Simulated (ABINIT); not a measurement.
# PtSe (Fm-3m) in ABINIT: further runs, part 2 of 2

ABINIT 10.8.3 (patched build). Earlier steps stand in the parts before.

## (3) Single point, PBE+U, collinear spin, ferromagnetic start

File run.abi:

```
# Pseudopotentials
pp_dirpath "./"
pseudos "Pt.GGA_PBE-JTH.xml, Se.GGA_PBE-JTH.xml"

# Structure
acell 3.9575509731 3.9575509731 3.9575509731 Angstrom
rprim
     0.0000000000     0.7071067812     0.7071067812
     0.7071067812     0.0000000000     0.7071067812
     0.7071067812     0.7071067812     0.0000000000
ntypat 2
znucl 78 34
natom 2
typat 1 2
xred
     0.5000000000     0.5000000000     0.5000000000
     0.0000000000     0.0000000000     0.0000000000

# Plane-wave basis
ecut 16.0
pawecutdg 32.0
pawxcdev 0

# k points
kptopt 2
ngkpt 6 6 6
nshiftk 1
shiftk 0.0 0.0 0.0

# Exchange and correlation
ixc 11

# Bands and occupations
nband 12
occopt 7
tsmear 0.05 eV

# Spin
nsppol 2
spinat
     0.0000000000     0.0000000000     2.0000000000
     0.0000000000     0.0000000000     0.0000000000
nsym 1

# DFT+U
usepawu 1
lpawu 2 -1
upawu 2.0 0.0 eV
jpawu 0.0 0.0 eV
usedmatpu 10
dmatpawu
    1.00000   0.00000   0.00000   0.00000   0.00000
    0.00000   1.00000   0.00000   0.00000   0.00000
    0.00000   0.00000   1.00000   0.00000   0.00000
    0.00000   0.00000   0.00000   1.00000   0.00000
    0.00000   0.00000   0.00000   0.00000   1.00000

    1.00000   0.00000   0.00000   0.00000   0.00000
    0.00000   1.00000   0.00000   0.00000   0.00000
    0.00000   0.00000   0.00000   0.00000   0.00000
    0.00000   0.00000   0.00000   1.00000   0.00000
    0.00000   0.00000   0.00000   0.00000   0.00000

# SCF cycle
nstep 100
tolvrs 1.0e-7

# Output
iomode 3
prtwf 0
prteig 0
prtebands 0
enunit 1
prtden 1
prtvha 1
prtvclmb 1
prtpot 1
```

Potentials or basis: JTH PAW PBE v2.0.

The run is started by

```bash
> abinit run.abi > log 2>&1
```

run.abo:

```text
.Version 10.8.3 of ABINIT
 Symmetries : space group P1 (#  1); Bravais aP (primitive triclinic)
================================================================================
 Values of the parameters that define the memory need of the present run
     intxc =       0    ionmov =       0      iscf =      17    lmnmax =      18
     lnmax =       6     mgfft =      30  mpssoang =       3    mqgrid =    3001
     natom =       2  nloc_mem =       2    nspden =       2   nspinor =       1
    nsppol =       2      nsym =       1    n1xccc =       1    ntypat =       2
    occopt =       7   xclevel =       2
       mpw =         911          nfft =       27000          nkpt =         112
 PAW method is used; the additional fine FFT grid is defined by:
   mgfftf=        40    nfftf =     64000
================================================================================
================================================================================

--------------------------------------------------------------------------------
------------- Echo of variables that govern the present computation ------------
--------------------------------------------------------------------------------
 -outvars: echo values of preprocessed input variables --------
            acell      7.4786874685E+00  7.4786874685E+00  7.4786874685E+00 Bohr
              amu      1.95080000E+02  7.89600000E+01
         dmatpawu        1.00000    0.00000    0.00000    0.00000    0.00000
                         0.00000    1.00000    0.00000    0.00000    0.00000
                         0.00000    0.00000    1.00000    0.00000    0.00000
                         0.00000    0.00000    0.00000    1.00000    0.00000
                         0.00000    0.00000    0.00000    0.00000    1.00000
[... 401 lines left out ...]
total_energy_dc_eV  : -9.93908070195894E+02
...

--- !EnergyTermsWithPAWCore
iteration_state     : {dtset: 1, }
comment             : 'Components of total free energy, including PAW core contributions'
Total energy        : -2.08437568703676E+04
Total energy DC     : -2.08437568500113E+04
Total energy (eV)   : -5.67187519016893E+05
Total energy DC (eV): -5.67187518462970E+05
...

 Cartesian components of stress tensor (hartree/bohr^3)
  sigma(1 1)=  4.78108440E-04  sigma(3 2)=  1.03585475E-10
  sigma(2 2)=  4.78105619E-04  sigma(3 1)= -4.20945113E-11
  sigma(3 3)=  4.78109647E-04  sigma(2 1)=  2.02940924E-10

-Cartesian components of stress tensor (GPa)         [Pressure= -1.4066E+01 GPa]
- sigma(1 1)=  1.40664359E+01  sigma(3 2)=  3.04758990E-06
- sigma(2 2)=  1.40663529E+01  sigma(3 1)= -1.23846328E-06
- sigma(3 3)=  1.40664714E+01  sigma(2 1)=  5.97072814E-06

== END DATASET(S) ==============================================================
================================================================================

 -outvars: echo values of variables after computation  --------
            acell      7.4786874685E+00  7.4786874685E+00  7.4786874685E+00 Bohr
           etotal     -3.6525447885E+01
            fcart     -5.9093789409E-08  2.3869490998E-08 -2.7960267239E-08
                       5.9093789409E-08 -2.3869490998E-08  2.7960267239E-08
            rprim      0.0000000000E+00  7.0710678120E-01  7.0710678120E-01
                       7.0710678120E-01  0.0000000000E+00  7.0710678120E-01
                       7.0710678120E-01  7.0710678120E-01  0.0000000000E+00
           strten      4.7810843973E-04  4.7810561873E-04  4.7810964660E-04
                       1.0358547525E-10 -4.2094511305E-11  2.0294092443E-10
           xangst      2.7984111300E+00  2.7984111300E+00  2.7984111300E+00
                       0.0000000000E+00  0.0000000000E+00  0.0000000000E+00
             xred      5.0000000000E-01  5.0000000000E-01  5.0000000000E-01
                       0.0000000000E+00  0.0000000000E+00  0.0000000000E+00
 Calculation completed.
```

Run time: 3 min. Hardware: 1 thread of Arm Neoverse V2, shared host; peak memory 0.2 GiB.

What came out:

| Item | Value |
| --- | --- |
| Free energy | -993.9081 eV |
| Pressure | -14.1 GPa |
| Band gap on the k mesh | none (metal or under the smearing width) |
| Net moment | 0.14 μB per cell |
| Site moments | Pt +0.08; Se +0.03 μB |
| Valence electrons inside the program's atomic spheres | Pt 8.42; Se 3.77 |

Eigenvalues of the final occupation matrices:
```tsv
site	spin	trace	eigenvalues
atom 1	1	3.92	0.68 0.68 0.85 0.85 0.85
atom 1	2	3.86	0.65 0.65 0.85 0.85 0.85
```

The run has no spin-orbit coupling, so splittings on Pt are missing. The state reached can hang on the start; a lower one may exist.
